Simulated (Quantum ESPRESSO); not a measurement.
# MoS2 in Quantum ESPRESSO: relaxation of the atoms with PBEsol

Aim: the relaxation of the atoms of MoS2 with PBEsol.

Program: Quantum ESPRESSO 7.5. These are calculated values, not measurements. Logs are shortened: lines on timing, memory, paths and dates and some standing lists are left out, and cuts for length are marked.

### 1 The structure

The cell holds a sheet with vacuum, 3 atoms: a = 3.161 Å, b = 3.114 Å, c = 21.130 Å, α = 90.00°, β = 90.00°, γ = 120.50°.

The cell was built by a generator and needn't be a form met in nature.

### 2 Relaxation of the atoms, PBEsol

pw.in

```
&CONTROL
  calculation = 'relax'
  prefix = 'pwscf'
  outdir = './tmp'
  pseudo_dir = './pseudo'
  tprnfor = .true.
  disk_io = 'low'
  nstep = 40
  forc_conv_thr = 0.0004
  etot_conv_thr = 1d-05
/
&SYSTEM
  ibrav = 0
  nat = 3
  ntyp = 2
  ecutwfc = 80
  nbnd = 20
  occupations = 'smearing'
  smearing = 'gaussian'
  degauss = 0.00146997
/
&ELECTRONS
  conv_thr = 6d-10
  electron_maxstep = 120
  mixing_beta = 0.5
/
&IONS
  ion_dynamics = 'bfgs'
/
ATOMIC_SPECIES
S     32.0600 S.upf
Mo    95.9500 Mo.upf
CELL_PARAMETERS angstrom
   3.1610000000    0.0000000000    0.0000000000
  -1.5805000000    2.6827561754    0.0000000000
   0.0000000000    0.0000000000   21.1300000000
ATOMIC_POSITIONS crystal
S      0.6666666667    0.3333333333    0.4259346900
Mo     0.3333333333    0.6666666667    0.5000000000
S      0.6666666667    0.3333333333    0.5740653100
K_POINTS automatic
10 10 1 0 0 0
```

Potentials or basis: PseudoDojo 0.4.1 SR PBEsol standard.

Run with:

```bash
OMP_NUM_THREADS=1 pw.x -in pw.in > pw.out
```

pw.out:

```text
This program is part of the open-source Quantum ESPRESSO suite
     for quantum simulation of materials; please cite
[... 9 lines left out ...]
     --------------------
     sticks:   dense  smooth     PW     G-vecs:    dense   smooth      PW
     Sum         765     765    227               116819   116819   18557

     Using Slab Decomposition

     bravais-lattice index     =            0
     lattice parameter (alat)  =       5.9734  a.u.
     unit-cell volume          =    1209.2102 (a.u.)^3
     number of atoms/cell      =            3
     number of atomic types    =            2
     number of electrons       =        26.00
     number of Kohn-Sham states=           20
     kinetic-energy cutoff     =      80.0000  Ry
     charge density cutoff     =     320.0000  Ry
     scf convergence threshold =      6.0E-10
     mixing beta               =       0.5000
     number of iterations used =            8  plain     mixing
     energy convergence thresh.=      1.0E-05
     force convergence thresh. =      4.0E-04
     Exchange-correlation= PBESOL
                           (   1   4  10   8   0   0   0)
     nstep                     =           40

     celldm(1)=   5.973424  celldm(2)=   0.000000  celldm(3)=   0.000000
     celldm(4)=   0.000000  celldm(5)=   0.000000  celldm(6)=   0.000000

     crystal axes: (cart. coord. in units of alat)
               a(1) = (   1.000000   0.000000   0.000000 )
               a(2) = (  -0.500000   0.848705   0.000000 )
               a(3) = (   0.000000   0.000000   6.684593 )

     reciprocal axes: (cart. coord. in units 2 pi/alat)
               b(1) = (  1.000000  0.589133 -0.000000 )
               b(2) = (  0.000000  1.178266  0.000000 )
               b(3) = (  0.000000 -0.000000  0.149598 )

     PseudoPot. # 1 for S  read from file:
     S.upf
     Pseudo is Norm-conserving + core correction, Zval =  6.0
     Generated using ONCVPSP code by D. R. Hamann
     Using radial grid of 1146 points,  6 beta functions with:
                l(1) =   0
                l(2) =   0
                l(3) =   1
                l(4) =   1
                l(5) =   2
                l(6) =   2

     PseudoPot. # 2 for Mo read from file:
     Mo.upf
     Pseudo is Norm-conserving + core correction, Zval = 14.0
     Generated using ONCVPSP code by D. R. Hamann
     Using radial grid of 1640 points,  6 beta functions with:
                l(1) =   0
                l(2) =   0
                l(3) =   1
                l(4) =   1
                l(5) =   2
                l(6) =   2

     atomic species   valence    mass     pseudopotential
     S                 6.00    32.06000     S ( 1.00)
     Mo               14.00    95.95000     Mo( 1.00)

      4 Sym. Ops. (no inversion) found

   Cartesian axes

     site n.     atom                  positions (alat units)
         1        S      tau(   1) = (   0.5000000   0.2829016   2.8472003  )
         2        Mo     tau(   2) = (  -0.0000000   0.5658033   3.3422967  )
         3        S      tau(   3) = (   0.5000000   0.2829016   3.8373932  )

     number of k points=    31  Gaussian smearing, width (Ry)=  0.0015
                       cart. coord. in units 2pi/alat
        k(    1) = (   0.0000000   0.0000000   0.0000000), wk =   0.0200000
        k(    2) = (   0.0000000   0.1178266   0.0000000), wk =   0.0400000
        k(    3) = (   0.0000000   0.2356532   0.0000000), wk =   0.0400000
        k(    4) = (   0.0000000   0.3534798   0.0000000), wk =   0.0400000
        k(    5) = (   0.0000000   0.4713063   0.0000000), wk =   0.0400000
        k(    6) = (   0.0000000  -0.5891329   0.0000000), wk =   0.0200000
[... 23 lines left out ...]
        k(   30) = (  -0.5000000  -0.1767399   0.0000000), wk =   0.0800000
        k(   31) = (  -0.5000000  -0.0589133   0.0000000), wk =   0.0800000

     Dense  grid:   116819 G-vectors     FFT dimensions: (  36,  36, 240)

     Initial potential from superposition of free atoms

     starting charge      25.9986, renormalised to      26.0000

     negative rho (up, down):  3.108E-05 0.000E+00
     Starting wfcs are   18 randomized atomic wfcs +    2 random wfcs

     Self-consistent Calculation

     iteration #  1     ecut=    80.00 Ry     beta= 0.50
     Davidson diagonalization with overlap
     ethr =  1.00E-02,  avg # of iterations =  5.9

     negative rho (up, down):  1.038E-05 0.000E+00
[... 75 lines left out ...]
     iteration # 11     ecut=    80.00 Ry     beta= 0.50
     Davidson diagonalization with overlap
     ethr =  1.53E-11,  avg # of iterations =  1.0

     End of self-consistent calculation

          k = 0.0000 0.0000 0.0000 ( 14711 PWs)   bands (ev):

   -61.8192 -36.0347 -35.7662 -35.7348 -15.3653 -14.0181  -6.9109  -3.8141
    -3.5695  -3.0160  -2.5693  -2.4886  -1.2415   1.7205   1.9036   1.9902
     2.1489   4.4079   4.5788   5.1565
[... 177 lines left out ...]
   -61.7730 -36.1209 -35.9448 -35.9222 -13.3626 -13.1884  -6.4447  -6.1756
    -4.8874  -4.4005  -3.8637  -2.8352  -1.5485   1.1768   1.8126   2.1625
     3.6108   6.2651   7.4723   7.6181

     the Fermi energy is    -0.2835 ev

!    total energy              =    -184.83125806 Ry
     estimated scf accuracy    <          1.1E-10 Ry
     smearing contrib. (-TS)   =      -0.00000000 Ry
     internal energy E=F+TS    =    -184.83125806 Ry

     The total energy is F=E-TS. E is the sum of the following terms:
     one-electron contribution =   -1247.96598366 Ry
     hartree contribution      =     624.20269445 Ry
     xc contribution           =     -33.17453766 Ry
     ewald contribution        =     472.10656881 Ry

     convergence has been achieved in  11 iterations

     Forces acting on atoms (cartesian axes, Ry/au):

     atom    1 type  1   force =     0.00000000    0.00282947    0.00174061
     atom    2 type  2   force =     0.00000000   -0.00565893    0.00000000
     atom    3 type  1   force =     0.00000000    0.00282947   -0.00174061

     Total force =     0.007355     Total SCF correction =     0.000028

     BFGS Geometry Optimization
     Energy error            =      5.4E-05 Ry
     Gradient error          =      5.7E-03 Ry/Bohr

     number of scf cycles    =   1
     number of bfgs steps    =   0

     energy             new  =    -184.8312580635 Ry

     new trust radius        =       0.0056589335 bohr
     new conv_thr            =       0.0000000006 Ry

ATOMIC_POSITIONS (crystal)
S                0.6669457247        0.3338914494        0.4259782816
Mo               0.3327752172        0.6655504346        0.5000000000
S                0.6669457247        0.3338914494        0.5740217184

     NEW-OLD atomic charge density approx. for the potential

     negative rho (up, down):  9.693E-07 0.000E+00

     Self-consistent Calculation

     iteration #  1     ecut=    80.00 Ry     beta= 0.50
     Davidson diagonalization with overlap
     ethr =  1.00E-06,  avg # of iterations =  3.4

     Threshold (ethr) on eigenvalues was too large:
     Diagonalizing with lowered threshold

     Davidson diagonalization with overlap
     ethr =  1.06E-08,  avg # of iterations =  3.8

     negative rho (up, down):  4.358E-07 0.000E+00
[... 36 lines left out ...]
     iteration #  6     ecut=    80.00 Ry     beta= 0.50
     Davidson diagonalization with overlap
     ethr =  7.99E-12,  avg # of iterations =  1.9

     End of self-consistent calculation

          k = 0.0000 0.0000 0.0000 ( 14711 PWs)   bands (ev):

   -61.8194 -36.0352 -35.7677 -35.7348 -15.3688 -14.0184  -6.9142  -3.8150
    -3.5801  -3.0127  -2.5944  -2.4746  -1.2384   1.7440   1.8808   1.9823
     2.1594   4.4082   4.5790   5.1560
[... 177 lines left out ...]
   -61.7732 -36.1229 -35.9451 -35.9222 -13.3643 -13.1934  -6.4480  -6.1724
    -4.8897  -4.4050  -3.8637  -2.8340  -1.5522   1.1760   1.8062   2.1576
     3.6299   6.2670   7.4761   7.6198

     the Fermi energy is    -0.2836 ev

!    total energy              =    -184.83129522 Ry
     estimated scf accuracy    <          6.2E-11 Ry
     smearing contrib. (-TS)   =      -0.00000000 Ry
     internal energy E=F+TS    =    -184.83129522 Ry

     The total energy is F=E-TS. E is the sum of the following terms:
     one-electron contribution =   -1248.22113342 Ry
     hartree contribution      =     624.32933096 Ry
     xc contribution           =     -33.17592558 Ry
     ewald contribution        =     472.23643282 Ry

     convergence has been achieved in   6 iterations

     Forces acting on atoms (cartesian axes, Ry/au):

     atom    1 type  1   force =     0.00000000    0.00096065    0.00111321
     atom    2 type  2   force =     0.00000000   -0.00192129    0.00000000
     atom    3 type  1   force =     0.00000000    0.00096065   -0.00111321

     Total force =     0.002831     Total SCF correction =     0.000008
     Energy error            =      3.7E-05 Ry
     Gradient error          =      1.9E-03 Ry/Bohr

     number of scf cycles    =   2
     number of bfgs steps    =   1

     energy             old  =    -184.8312580635 Ry
     energy             new  =    -184.8312952196 Ry

     CASE: energy            _new < energy            _old

     new trust radius        =       0.0031938160 bohr
     new conv_thr            =            2.2E-11 Ry

ATOMIC_POSITIONS (crystal)
S                0.6671032208        0.3342064416        0.4260237481
Mo               0.3324602250        0.6649204501        0.5000000000
S                0.6671032208        0.3342064416        0.5739762519

     NEW-OLD atomic charge density approx. for the potential

     negative rho (up, down):  5.191E-07 0.000E+00

     Self-consistent Calculation

     iteration #  1     ecut=    80.00 Ry     beta= 0.50
     Davidson diagonalization with overlap
     ethr =  1.00E-06,  avg # of iterations =  3.0

     Threshold (ethr) on eigenvalues was too large:
     Diagonalizing with lowered threshold

     Davidson diagonalization with overlap
     ethr =  5.11E-09,  avg # of iterations =  4.0

     negative rho (up, down):  2.306E-07 0.000E+00
[... 36 lines left out ...]
     iteration #  6     ecut=    80.00 Ry     beta= 0.50
     Davidson diagonalization with overlap
     ethr =  2.59E-12,  avg # of iterations =  1.9

     End of self-consistent calculation

          k = 0.0000 0.0000 0.0000 ( 14711 PWs)   bands (ev):

   -61.8197 -36.0357 -35.7690 -35.7351 -15.3726 -14.0187  -6.9176  -3.8183
    -3.5889  -3.0101  -2.6109  -2.4688  -1.2354   1.7572   1.8678   1.9788
     2.1662   4.4088   4.5792   5.1564
[... 177 lines left out ...]
   -61.7734 -36.1245 -35.9455 -35.9227 -13.3669 -13.1973  -6.4516  -6.1723
    -4.8922  -4.4082  -3.8648  -2.8327  -1.5553   1.1757   1.8022   2.1559
     3.6421   6.2689   7.4788   7.6208

     the Fermi energy is    -0.2822 ev

!    total energy              =    -184.83130217 Ry
     estimated scf accuracy    <          1.1E-11 Ry
     smearing contrib. (-TS)   =      -0.00000000 Ry
     internal energy E=F+TS    =    -184.83130217 Ry

     The total energy is F=E-TS. E is the sum of the following terms:
     one-electron contribution =   -1248.48924733 Ry
     hartree contribution      =     624.46260011 Ry
     xc contribution           =     -33.17745027 Ry
     ewald contribution        =     472.37279533 Ry

     convergence has been achieved in   6 iterations

     Forces acting on atoms (cartesian axes, Ry/au):

     atom    1 type  1   force =     0.00000000   -0.00009032    0.00041412
     atom    2 type  2   force =     0.00000000    0.00018064    0.00000000
     atom    3 type  1   force =     0.00000000   -0.00009032   -0.00041412

     Total force =     0.000626     Total SCF correction =     0.000003
     Energy error            =      6.9E-06 Ry
     Gradient error          =      4.1E-04 Ry/Bohr

     number of scf cycles    =   3
     number of bfgs steps    =   2

     energy             old  =    -184.8312952196 Ry
     energy             new  =    -184.8313021672 Ry

     CASE: energy            _new < energy            _old

     new trust radius        =       0.0005097797 bohr
     new conv_thr            =            6.0E-12 Ry

ATOMIC_POSITIONS (crystal)
S                0.6671020584        0.3342041167        0.4260365116
Mo               0.3324625499        0.6649250999        0.5000000000
S                0.6671020584        0.3342041167        0.5739634884

     NEW-OLD atomic charge density approx. for the potential

     negative rho (up, down):  2.213E-08 0.000E+00

     Self-consistent Calculation

     iteration #  1     ecut=    80.00 Ry     beta= 0.50
     Davidson diagonalization with overlap
     ethr =  1.00E-06,  avg # of iterations =  1.0

     Threshold (ethr) on eigenvalues was too large:
     Diagonalizing with lowered threshold

     Davidson diagonalization with overlap
     ethr =  4.24E-10,  avg # of iterations =  4.0

     total energy              =    -184.83130248 Ry
     estimated scf accuracy    <       0.00000003 Ry
[... 29 lines left out ...]
     iteration #  6     ecut=    80.00 Ry     beta= 0.50
     Davidson diagonalization with overlap
     ethr =  1.00E-13,  avg # of iterations =  1.2

     End of self-consistent calculation

          k = 0.0000 0.0000 0.0000 ( 14711 PWs)   bands (ev):

   -61.8198 -36.0359 -35.7692 -35.7353 -15.3736 -14.0188  -6.9186  -3.8201
    -3.5907  -3.0095  -2.6122  -2.4703  -1.2346   1.7570   1.8678   1.9794
     2.1668   4.4089   4.5792   5.1562
[... 177 lines left out ...]
   -61.7735 -36.1248 -35.9456 -35.9229 -13.3680 -13.1980  -6.4526  -6.1735
    -4.8929  -4.4085  -3.8654  -2.8324  -1.5560   1.1758   1.8021   2.1567
     3.6429   6.2693   7.4791   7.6209

     the Fermi energy is    -0.2821 ev

!    total energy              =    -184.83130249 Ry
     estimated scf accuracy    <          7.1E-13 Ry
     smearing contrib. (-TS)   =      -0.00000000 Ry
     internal energy E=F+TS    =    -184.83130249 Ry

     The total energy is F=E-TS. E is the sum of the following terms:
     one-electron contribution =   -1248.56493357 Ry
     hartree contribution      =     624.50019445 Ry
     xc contribution           =     -33.17789417 Ry
     ewald contribution        =     472.41133080 Ry

     convergence has been achieved in   6 iterations

     Forces acting on atoms (cartesian axes, Ry/au):

     atom    1 type  1   force =     0.00000000   -0.00007961    0.00020900
     atom    2 type  2   force =     0.00000000    0.00015922    0.00000000
     atom    3 type  1   force =     0.00000000   -0.00007961   -0.00020900

     Total force =     0.000354     Total SCF correction =     0.000001
     Energy error            =      3.2E-07 Ry
     Gradient error          =      2.1E-04 Ry/Bohr

     bfgs converged in   4 scf cycles and   3 bfgs steps
     (criteria: energy <  1.0E-05 Ry, force <  4.0E-04 Ry/Bohr)

     End of BFGS Geometry Optimization

     Final energy             =    -184.8313024902 Ry

Begin final coordinates

ATOMIC_POSITIONS (crystal)
S                0.6671020584        0.3342041167        0.4260365116
Mo               0.3324625499        0.6649250999        0.5000000000
S                0.6671020584        0.3342041167        0.5739634884
End final coordinates

=------------------------------------------------------------------------------=
   JOB DONE.
=------------------------------------------------------------------------------=
```

Run time: 8.5 min. Hardware: 1 thread of Intel Xeon Platinum 8375C at 2.90GHz (Ice Lake), shared host; peak memory 0.29 GiB.

Results:

| Property | Result |
| --- | --- |
| Free energy | -2514.7580 eV |
| Energy gained by relaxing | 0.2 meV/atom |
| Ionic steps | 4 |
| Largest force after relaxing | 0.006 eV/Å |
| Band gap on the k mesh | 2.05 eV, direct |

Forces on the atoms (eV/Å):
```
S    0.000 -0.002  0.005
Mo   0.000  0.004  0.000
S    0.000 -0.002 -0.005
```

Step by step:
| step | energy change (eV) | largest force (eV/Å) |
| --- | --- | --- |
| 1 | 0.0000 | 0.1455 |
| 2 | -0.0005 | 0.0494 |
| 3 | -0.0006 | 0.0109 |
| 4 | -0.0006 | 0.0058 |

Final structure:
```xyz
3
Lattice="3.1610 0.0000 0.0000 -1.5805 2.6828 0.0000 0.0000 0.0000 21.1300" Properties=species:S:1:pos:R:3 pbc="T T T"
S     1.5805    0.8966    9.0022
Mo    0.0000    1.7838   10.5650
S     1.5805    0.8966   12.1278
```

Levels at points of the mesh, in eV from the valence-band top:
```csv
k point,band 10,band 11,band 12,band 13,band 14,band 15,band 16,band 17
"(0.00, 0.00, 0.00)",-1.81,-1.41,-1.27,-0.03,2.96,3.07,3.18,3.37
"(0.00, -0.50, 0.00)",-3.25,-1.81,-0.90,-0.50,2.56,3.05,3.99,4.53
"(-0.50, 0.00, 0.00)",-3.03,-1.89,-0.69,-0.61,2.52,3.04,4.07,4.61
```
